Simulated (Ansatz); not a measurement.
# C₄H₈Se: up Jacob's ladder to CCSD(T)

Aim: compute C₄H₈Se with functionals from several rungs and with coupled cluster. The yardstick is the atomisation energy at the CCSD(T) limit.

Method: functionals in def2-TZVPP, the program's frozen cores in correlated methods; program: Ansatz 0.2.0, Gaussian basis.

The runs, in order: PBE-D4, r2SCAN-D4, PBE0-D4, B3LYP-D4, ωB97X-V, ωB97M-V, B2PLYP; CCSD(T)/def2-TZVPP; MP2/def2-QZVPP; extrapolation to the limit.

**1. The relaxed structure**

An earlier PBE0-D4 in a triple-zeta def2 set relaxation fixed the geometry.

13 atoms, charge 0, spin multiplicity 1.

Atoms are counted from 1 here; the program's logs count them from 0.

Bond lengths: C1–C2 1.327 Å, C1–H6 1.084 Å, C1–H7 1.083 Å, C2–Se3 1.885 Å, C2–H8 1.086 Å, Se3–C4 1.948 Å, C4–C5 1.514 Å, C4–H9 1.092 Å, C4–H10 1.092 Å, C5–H11 1.091 Å, C5–H12 1.094 Å, C5–H13 1.091 Å. Angles: C2–C1–H6 119.9°, C2–C1–H7 123.3°, H6–C1–H7 116.8°, C1–C2–Se3 129.0°, C1–C2–H8 120.4°, Se3–C2–H8 110.7°, C2–Se3–C4 100.2°, Se3–C4–C5 113.9°, Se3–C4–H9 107.1°, Se3–C4–H10 104.1°, C5–C4–H9 112.5°, C5–C4–H10 111.5°, H9–C4–H10 107.1°, C4–C5–H11 110.9°, C4–C5–H12 110.4°, C4–C5–H13 111.5°, H11–C5–H12 108.1°, H11–C5–H13 107.7° and more.

**2. PBE-D4 (GGA)**

File in.yaml:

```yaml
crystal:
  periodic: [false, false, false]
  atoms:
    - {symbol: C, position_ang: [-0.634876, -1.856412, -0.290546]}
    - {symbol: C, position_ang: [0.653593, -1.686256, -0.559291]}
    - {symbol: Se, position_ang: [1.607953, -0.082272, -0.820030]}
    - {symbol: C, position_ang: [0.200764, 1.218473, -0.471359]}
    - {symbol: C, position_ang: [-0.106644, 1.409582, 0.999049]}
    - {symbol: H, position_ang: [-1.037297, -2.856827, -0.181465]}
    - {symbol: H, position_ang: [-1.330715, -1.034856, -0.173168]}
    - {symbol: H, position_ang: [1.310310, -2.544642, -0.664744]}
    - {symbol: H, position_ang: [-0.674476, 0.906470, -1.044299]}
    - {symbol: H, position_ang: [0.571635, 2.138938, -0.925995]}
    - {symbol: H, position_ang: [0.768480, 1.780609, 1.534798]}
    - {symbol: H, position_ang: [-0.917195, 2.133615, 1.127672]}
    - {symbol: H, position_ang: [-0.411543, 0.473569, 1.469369]}
basis:
  gaussian: {orbitals: def2-TZVPP}
hamiltonian: {xc: pbe, dispersion: d4}
output: {forces: true, orbitals: {seedname: orbitals}}
```

On the command line:

```
$ ansatz run in.yaml --threads 2 --pin off --events-out ev --progress --plain --max-ram 20480MiB --backend cuda --devices 0, --max-vram 18GiB
```

After this run come: r2SCAN-D4 (meta-GGA); PBE0-D4 (hybrid); B3LYP-D4 (hybrid); ωB97X-V (range-separated); ωB97M-V (range-separated); B2PLYP (double hybrid); CCSD(T) in def2-TZVPP; MP2 in def2-QZVPP.

**Question.** What will the summary of the whole plan be? Wanted: atomisation energy, CCSD(T)/CBS; farthest; mean size of error, hybrid; mean size of error, range-separated; gap, smallest and largest; T1 diagnostic; triples share of the correlation energy.

**Answer**, as computed:

| quantity | value |
| --- | --- |
| atomisation energy, CCSD(T)/CBS | 5003.1 kJ/mol |
| functionals within 50.0 kJ/mol (1.0 %) | r2SCAN-D4, PBE0-D4, B3LYP-D4, ωB97X-V, ωB97M-V |
| farthest | PBE-D4 (+113.2 kJ/mol) |
| mean size of error, hybrid | 19.1 kJ/mol |
| mean size of error, range-separated | 3.6 kJ/mol |
| gap, smallest and largest | 4.16 eV (PBE-D4), 10.48 eV (ωB97X-V) |
| T1 diagnostic | 0.0103 |
| triples share of the correlation energy | 4.1 % |

**Reading.** PBE-D4 misses by +113.2 kJ/mol. Double hybrids carry the basis error of their MP2 part in triple zeta, and no dispersion term here, so their miss is partly the set-up's. Misses under about 50.0 kJ/mol are within the doubt on the reference itself, which lacks core-valence correlation, relativity and higher excitations, and its outer-core shells are covered unevenly. All levels share the lack of spin-orbit coupling, which lowers the free heavy atoms and so the true binding. Hartree-Fock recovers 74 % of the binding; the rest is correlation. Orbital gaps span 4.2 to 10.5 eV; exact exchange widens them. Correlated methods include outer-core shells of Se, which these sets cover unevenly.
